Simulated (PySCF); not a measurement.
# C2H6PSi: the cost of one run

Computed with PySCF 2.14.0, with density-fitted response routines of our own, on a single molecule in the gas phase. Atoms are numbered from 0 throughout.

## (1) Starting geometry

10 atoms, charge -1, multiplicity 1; geometry from: GFN2-xTB.

Bonds of the start (Å): C0–C1 1.34, C1–P2 1.77, P2–Si3 2.16, C0–H4 1.08, C0–H5 1.08, C1–H6 1.09, Si3–H7 1.48, Si3–H8 1.48, Si3–H9 1.47.

## (2) Excited states and response: CAM-B3LYP/def2-SVPD

The job: settings as JSON, then the geometry in Å.

```
{"job": {"kind": "uv", "xc": "CAM-B3LYP", "basis": "def2-SVPD", "nstates": 8, "ntriplets": 3}, "charge": -1, "multiplicity": 1}
C      1.595270    -0.447825     0.073801
C      1.237945     0.735272    -0.438953
P     -0.349187     1.482457    -0.649781
Si    -1.686599    -0.020429     0.145094
H      2.635743    -0.745829     0.119390
H      0.876641    -1.150724     0.460787
H      2.027365     1.389737    -0.806995
H     -1.704347    -1.349579    -0.508074
H     -1.561285    -0.370584     1.578541
H     -3.062662     0.482159     0.003662
```

With the program's defaults for keys left out, this is: TDDFT CAM-B3LYP/def2-SVPD, vertical, gas phase, core orbitals frozen in the response.

On the command line:

```bash
$ OMP_NUM_THREADS=1 python probes_run.py task.json out
```

This one command runs all jobs of the session in turn.

**Question.** How long does this first job take on 1 thread of Arm Neoverse V1, shared host, and how much memory does it need?

About 9.8 s, with a peak of 0.56 GiB.
